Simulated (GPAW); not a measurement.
W3N4: band structure with PBEsol

W3N4:

```xyz
7
Lattice="4.1220 0.0000 0.0000 0.0000 4.1220 0.0000 0.0000 0.0000 4.1220" Properties=species:S:1:pos:R:3 pbc="T T T"
W     2.0610    0.0000    2.0610
W     0.0000    2.0610    2.0610
W     2.0610    2.0610    0.0000
N     0.0000    0.0000    2.0610
N     0.0000    2.0610    0.0000
N     2.0610    0.0000    0.0000
N     2.0610    2.0610    2.0610
```

```yaml
Program: GPAW 26.7.0
Task: band structure
Functional: PBEsol
Potentials_or_basis: PAW data sets generated in the run's folder for this functional
Cutoff: 800 eV
Basis: pw
k_mesh: 7 × 7 × 7
Occupations: fermi-dirac, width 0.05 eV
Spin: no spin polarisation
Maxiter: 150
Band_path: GXMGRX,MR
Band_points: 80
```

* Pressure: 15.7 GPa
* Band gap along the path: none (metal or under the smearing width)

Levels at the corners of the path, in eV from the Fermi level:
```
point  band 28  band 29  band 30  band 31  band 32  band 33
    Γ    -3.34    -2.06    -2.06    -2.06    -0.78    -0.78
    X    -3.54    -3.43    -1.70     0.13     0.14     0.14
    M    -1.41    -0.44     0.48     0.54     0.71     0.71
    Γ    -3.34    -2.06    -2.06    -2.06    -0.78    -0.78
    R    -2.84     1.37     1.37     1.37     1.97     1.97
    X    -3.54    -3.43    -1.70     0.13     0.14     0.14
    M    -1.41    -0.44     0.48     0.54     0.71     0.71
    R    -2.84     1.37     1.37     1.37     1.97     1.97
```

Wall time 4.4 min on 1 thread of Intel(R) Xeon(R) Platinum 8488C (Sapphire Rapids), with other jobs on the host, peak memory 0.75 GiB.

Caveat: spin-orbit coupling is left out, which moves the levels of the heavy elements.
